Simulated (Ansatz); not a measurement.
# CH₄F₂OSi₂: up Jacob's ladder to CCSD(T)

The task here is to estimate one member of a computed series from the others.

Program: Ansatz 0.2.0, Gaussian basis. Level of theory: functionals in def2-TZVPP, the program's frozen cores in correlated methods. These are calculated values, not measurements.

Plan: PBE-D4, r2SCAN-D4, PBE0-D4, B3LYP-D4, ωB97X-V, ωB97M-V, B2PLYP; CCSD(T)/def2-TZVPP; MP2/def2-QZVPP; extrapolation to the limit.

## The relaxed structure

All runs share one geometry, relaxed beforehand with PBE0-D4 in a triple-zeta def2 set.

SMILES `O=C[Si](F)(F)[SiH3]`, 10 atoms, charge 0, spin multiplicity 1.

Atoms are counted from 1 here; the program's logs count them from 0.

Bond lengths: O1–C2 1.208 Å, C2–Si3 1.919 Å, C2–H7 1.114 Å, Si3–F4 1.594 Å, Si3–F5 1.594 Å, Si3–Si6 2.340 Å, Si6–H8 1.484 Å, Si6–H9 1.484 Å, Si6–H10 1.486 Å. Angles: O1–C2–Si3 118.1°, O1–C2–H7 119.8°, Si3–C2–H7 122.1°, C2–Si3–F4 107.7°, C2–Si3–F5 107.6°, C2–Si3–Si6 110.9°, F4–Si3–F5 106.3°, F4–Si3–Si6 112.0°, F5–Si3–Si6 112.0°, Si3–Si6–H8 108.9°, Si3–Si6–H9 108.9°, Si3–Si6–H10 108.7°, H8–Si6–H9 110.5°, H8–Si6–H10 109.9°, H9–Si6–H10 109.9°.

Set-up of the first run:

in.yaml reads:

```yaml
crystal:
  periodic: [false, false, false]
  atoms:
    - {symbol: O, position_ang: [1.256857, -1.706155, -0.888243]}
    - {symbol: C, position_ang: [0.794780, -0.806558, -1.548297]}
    - {symbol: Si, position_ang: [-0.221957, 0.547056, -0.645332]}
    - {symbol: F, position_ang: [-1.660355, 0.608880, -1.329295]}
    - {symbol: F, position_ang: [0.474473, 1.950198, -0.939984]}
    - {symbol: Si, position_ang: [-0.358337, 0.099757, 1.647945]}
    - {symbol: H, position_ang: [0.966524, -0.782690, -2.649140]}
    - {symbol: H, position_ang: [-1.018479, -1.214617, 1.843038]}
    - {symbol: H, position_ang: [1.011489, 0.084081, 2.217750]}
    - {symbol: H, position_ang: [-1.161996, 1.168948, 2.294557]}
basis:
  gaussian: {orbitals: def2-TZVPP}
hamiltonian: {xc: pbe, dispersion: d4}
output: {forces: true, orbitals: {seedname: orbitals}}
```

Started as:

```console
$ ansatz run in.yaml --threads 4 --pin off --events-out ev --progress --plain --max-ram 10444MiB
```

Steps of the session up to this table: PBE-D4 (GGA); r2SCAN-D4 (meta-GGA); PBE0-D4 (hybrid); B3LYP-D4 (hybrid); ωB97X-V (range-separated); ωB97M-V (range-separated); B2PLYP (double hybrid); CCSD(T) in def2-TZVPP; MP2 in def2-QZVPP.

One of the session's tables, all rows but one given; the rest of the session is left out.

| method | atomisation energy (eV) |
| --- | --- |
| PBE-D4 | 40.009 |
| r2SCAN-D4 | 39.420 |
| PBE0-D4 | 38.994 |
| B3LYP-D4 | 39.188 |
| ωB97X-V | 39.576 |
| ωB97M-V | 39.398 |
| B2PLYP | 38.882 |
| HF/def2-TZVPP | 28.435 |
| MP2/def2-TZVPP | 39.307 |
| CCSD/def2-TZVPP | ? |
| CCSD(T)/def2-TZVPP | 38.271 |
| MP2/CBS | 40.510 |
| CCSD(T)/CBS | 39.475 |

Estimate the missing values for CCSD/def2-TZVPP.

The run gave: atomisation energy (eV): 37.614. In the column «atomisation energy (eV)» it lies between HF/def2-TZVPP (28.435) and CCSD(T)/def2-TZVPP (38.271).
